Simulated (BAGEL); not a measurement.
**CH3BClFO (SMILES OC(F)BCl) at HF/6-31G(d) (density fitting with qzvpp-jkfit, spherical functions)**

What is the vertical singlet–triplet gap of CH3BClFO at HF/6-31G* (density fitting with qzvpp-jkfit, spherical functions)? 

The results are computed with BAGEL 1.2.2.

8 further runs of the same task are left out: 6 that didn't finish, 2 set aside as unsound or not needed.

### 1 The system as given

CH3BClFO: 8 atoms, total charge 0, spin state singlet. SMILES: `OC(F)BCl`. Geometry: relaxed at PBE0-D4/def2-TZVP. This is one conformer, not always the lowest.

Bond lengths: O1–C2 1.377 Å, C2–F3 1.399 Å, C2–B4 1.589 Å, B4–Cl5 1.732 Å, O1–H6 0.962 Å, C2–H7 1.097 Å, B4–H8 1.189 Å. Angles: O1–C2–F3 110.4°, O1–C2–B4 107.3°, F3–C2–B4 107.0°, C2–B4–Cl5 119.9°, O1–C2–H7 112.0°, F3–C2–H7 105.2°, B4–C2–H7 114.8°, C2–O1–H6 109.9°, C2–B4–H8 120.8°, Cl5–B4–H8 119.3°.

### 2 A single-point energy at HF/6-31G(d) (density fitting with qzvpp-jkfit, spherical functions)

The input, input.json:

```json
{ "bagel": [

{
  "title": "molecule",
  "basis": "6-31gs.json",
  "df_basis": "qzvpp-jkfit",
  "angstrom": true,
  "geometry": [
    { "atom": "O", "xyz": [      -0.045500,       0.346900,       1.395700 ] },
    { "atom": "C", "xyz": [       0.458900,       0.058800,       0.147300 ] },
    { "atom": "F", "xyz": [       1.315100,      -1.045400,       0.209200 ] },
    { "atom": "B", "xyz": [      -0.767200,      -0.356700,      -0.774700 ] },
    { "atom": "Cl", "xyz": [      -1.105700,       0.541100,      -2.217200 ] },
    { "atom": "H", "xyz": [       0.620500,       0.802400,       1.920200 ] },
    { "atom": "H", "xyz": [       1.073200,       0.877500,      -0.246600 ] },
    { "atom": "H", "xyz": [      -1.457200,      -1.281600,      -0.489900 ] }
  ]
},

{
  "title": "hf"
},

{
  "title": "print",
  "file": "orbitals.molden",
  "orbitals": true
}

]}
```

The basis set 6-31G* is read from a file made from the Basis Set Exchange's data (not shown).

Started as:

```bash
$ BAGEL_NUM_THREADS=1 BAGEL input.json > input.out
```

Standard output:

```text
* using 1 threads per process

  ===============================================================
  ===============================================================

  *** Geometry ***

  { "atom" : "O", "xyz" : [     -0.085983,      0.655546,      2.637491 ] },
  { "atom" : "C", "xyz" : [      0.867195,      0.111116,      0.278357 ] },
  { "atom" : "F", "xyz" : [      2.485179,     -1.975520,      0.395331 ] },
  { "atom" : "B", "xyz" : [     -1.449798,     -0.674065,     -1.463971 ] },
  { "atom" : "Cl", "xyz" : [     -2.089470,      1.022531,     -4.189901 ] },
  { "atom" : "H", "xyz" : [      1.172575,      1.516316,      3.628652 ] },
  { "atom" : "H", "xyz" : [      2.028054,      1.658235,     -0.466006 ] },
  { "atom" : "H", "xyz" : [     -2.753709,     -2.421873,     -0.925777 ] },

  Number of auxiliary basis functions:      486

  Since a DF basis is specified, we compute 2- and 3-index integrals:
    o Being stored without compression. Storage requirement is 0.025 GB

  Number of basis functions:       80
  Number of electrons      :       48

    * METHOD: MOLECULE                             0.23

  *** RHF ***

  === Nuclear Repulsion ===
   202.5817195551

      * DIIS with orbital gradients will be used.

  === RHF iteration (6-31gs.json) ===
      0       -697.90385739          0.01939701           0.07
      1       -698.03865539          0.01143738           0.07
      2       -698.09309328          0.00152340           0.07
      3       -698.09477320          0.00028391           0.07
      4       -698.09483790          0.00009452           0.07
      5       -698.09484743          0.00003376           0.07
      6       -698.09484850          0.00001361           0.07
      7       -698.09484864          0.00000317           0.07
      8       -698.09484865          0.00000132           0.07
      9       -698.09484865          0.00000047           0.07
     10       -698.09484865          0.00000014           0.07
     11       -698.09484865          0.00000006           0.07
     12       -698.09484865          0.00000003           0.07
     13       -698.09484865          0.00000001           0.07
     14       -698.09484865          0.00000001           0.07
    * SCF iteration converged.

    * Permanent dipole moment:
           (   -0.281178,    -0.627954,    -0.261614) a.u.

    * METHOD: HF                                   1.25

    * METHOD: PRINT                                0.01

  ===============================================================
```

Wall time 1.6 s (1 thread of Arm Neoverse V2, shared host); peak memory 0.11 GiB.

### 3 The triplet, same level

The input, input.json:

```json
{ "bagel" : [

{
  "title" : "molecule",
  "basis" : "6-31gs.json",
  "df_basis" : "qzvpp-jkfit",
  "angstrom" : true,
  "geometry" : [
    { "atom" : "O", "xyz" : [      -0.045500,       0.346900,       1.395700 ] },
    { "atom" : "C", "xyz" : [       0.458900,       0.058800,       0.147300 ] },
    { "atom" : "F", "xyz" : [       1.315100,      -1.045400,       0.209200 ] },
    { "atom" : "B", "xyz" : [      -0.767200,      -0.356700,      -0.774700 ] },
    { "atom" : "Cl", "xyz" : [      -1.105700,       0.541100,      -2.217200 ] },
    { "atom" : "H", "xyz" : [       0.620500,       0.802400,       1.920200 ] },
    { "atom" : "H", "xyz" : [       1.073200,       0.877500,      -0.246600 ] },
    { "atom" : "H", "xyz" : [      -1.457200,      -1.281600,      -0.489900 ] }
  ]
},

{ "title" : "uhf", "nopen" : 2 },

{ "title" : "print", "file" : "orbitals.molden", "orbitals" : true }

]}
```

The basis set 6-31G* is read from a file made from the Basis Set Exchange's data (not shown).

Started as:

```bash
$ BAGEL_NUM_THREADS=1 BAGEL input.json > input.out
```

Standard output:

```text
* using 1 threads per process

  ===============================================================
  ===============================================================

  *** Geometry ***

  { "atom" : "O", "xyz" : [     -0.085983,      0.655546,      2.637491 ] },
  { "atom" : "C", "xyz" : [      0.867195,      0.111116,      0.278357 ] },
  { "atom" : "F", "xyz" : [      2.485179,     -1.975520,      0.395331 ] },
  { "atom" : "B", "xyz" : [     -1.449798,     -0.674065,     -1.463971 ] },
  { "atom" : "Cl", "xyz" : [     -2.089470,      1.022531,     -4.189901 ] },
  { "atom" : "H", "xyz" : [      1.172575,      1.516316,      3.628652 ] },
  { "atom" : "H", "xyz" : [      2.028054,      1.658235,     -0.466006 ] },
  { "atom" : "H", "xyz" : [     -2.753709,     -2.421873,     -0.925777 ] },

  Number of auxiliary basis functions:      486

  Since a DF basis is specified, we compute 2- and 3-index integrals:
    o Being stored without compression. Storage requirement is 0.025 GB

  Number of basis functions:       80
  Number of electrons      :       48

    * METHOD: MOLECULE                             0.23

  *** Open-shell HF ***

  === Nuclear Repulsion ===
   202.5817195551

      * DIIS with orbital gradients will be used.

  === UHF iteration (6-31gs.json) ===
      0       -697.66337853          0.04010287           0.15
      1       -697.81185880          0.02533058           0.15
      2       -697.85726144          0.01634794           0.15
      3       -697.88621117          0.00153273           0.15
      4       -697.88792037          0.00072644           0.15
      5       -697.88833431          0.00041810           0.15
      6       -697.88858713          0.00019424           0.15
      7       -697.88864274          0.00011928           0.15
      8       -697.88866412          0.00008539           0.15
      9       -697.88868089          0.00006438           0.15
     10       -697.88868929          0.00004953           0.15
     11       -697.88869571          0.00003591           0.15
     12       -697.88869892          0.00002556           0.15
     13       -697.88870009          0.00002059           0.15
     14       -697.88870120          0.00001759           0.15
     15       -697.88870216          0.00001276           0.15
     16       -697.88870285          0.00000941           0.15
     17       -697.88870324          0.00000637           0.15
     18       -697.88870337          0.00000515           0.15
     19       -697.88870343          0.00000418           0.15
     20       -697.88870347          0.00000310           0.15
     21       -697.88870349          0.00000226           0.15
     22       -697.88870350          0.00000155           0.15
     23       -697.88870351          0.00000124           0.15
     24       -697.88870351          0.00000087           0.15
     25       -697.88870352          0.00000048           0.15
     26       -697.88870352          0.00000037           0.15
     27       -697.88870352          0.00000022           0.15
     28       -697.88870352          0.00000015           0.15
     29       -697.88870352          0.00000010           0.15
     30       -697.88870352          0.00000007           0.15
     31       -697.88870352          0.00000004           0.15
     32       -697.88870352          0.00000002           0.15
     33       -697.88870352          0.00000001           0.15
     34       -697.88870352          0.00000001           0.15
    * SCF iteration converged.

    * S^2 (UHF) is 2.0158

    * Permanent dipole moment:
           (   -0.875039,    -0.807336,    -0.719601) a.u.

    * METHOD: UHF                                  5.46

    * METHOD: PRINT                                0.01

  ===============================================================
```

Wall time 6 s (1 thread of Arm Neoverse V2, shared host); peak memory 0.11 GiB.

### 4 What came out

At HF/6-31G* (density fitting with qzvpp-jkfit, spherical functions):

| quantity | value |
| --- | --- |
| singlet: total energy | -698.09485 Eh |
| singlet: dipole moment | 1.87 D |
| singlet: HOMO energy | -12.09 eV |
| singlet: LUMO energy | 2.34 eV |
| singlet: HOMO–LUMO gap | 14.43 eV |
| triplet: total energy | -697.88870 Eh |
| triplet: dipole moment | 3.54 D |
| triplet: ⟨S²⟩ | 2.016 |
| vertical energy of the triplet above the singlet | 5.609 eV |

At this shape the triplet lies 5.61 eV (129 kcal/mol) above the singlet.
